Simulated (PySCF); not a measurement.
# Mo (Mo4+): the cost of one run

Programs: PySCF 2.14.0, with routines of our own; each step states its level. All values are computed. Atoms count from 0.

### Step 1. The system as given

1 atom, charge 4, states of the metal's open shell are computed; geometry from: free ion.

### Step 2. Ligand-field states: state-averaged CASSCF

The job: settings as JSON, then the geometry in Å.

```
{"job": {"kind": "lf", "basis": {"metal": "x2c-TZVPall", "ligand": "x2c-SVPall"}, "nevpt": true}, "charge": 4, "metal": "Mo", "open_shell": "d2"}
Mo     0.000000     0.000000     0.000000
```

With the program's defaults for keys left out, this is: state-averaged CASSCF of the metal d shell, SC-NEVPT2 on the averaged canonical orbitals, state-interaction spin-orbit coupling.

Run with:

```bash
$ OMP_NUM_THREADS=1 python lf_run.py task.json out
```

This one command runs all jobs of the session in turn.

Q: Estimate the wall time and peak memory of this first job on 1 thread of Arm Neoverse V2, shared host.

About 2.8 s, with a peak of 0.2 GiB.
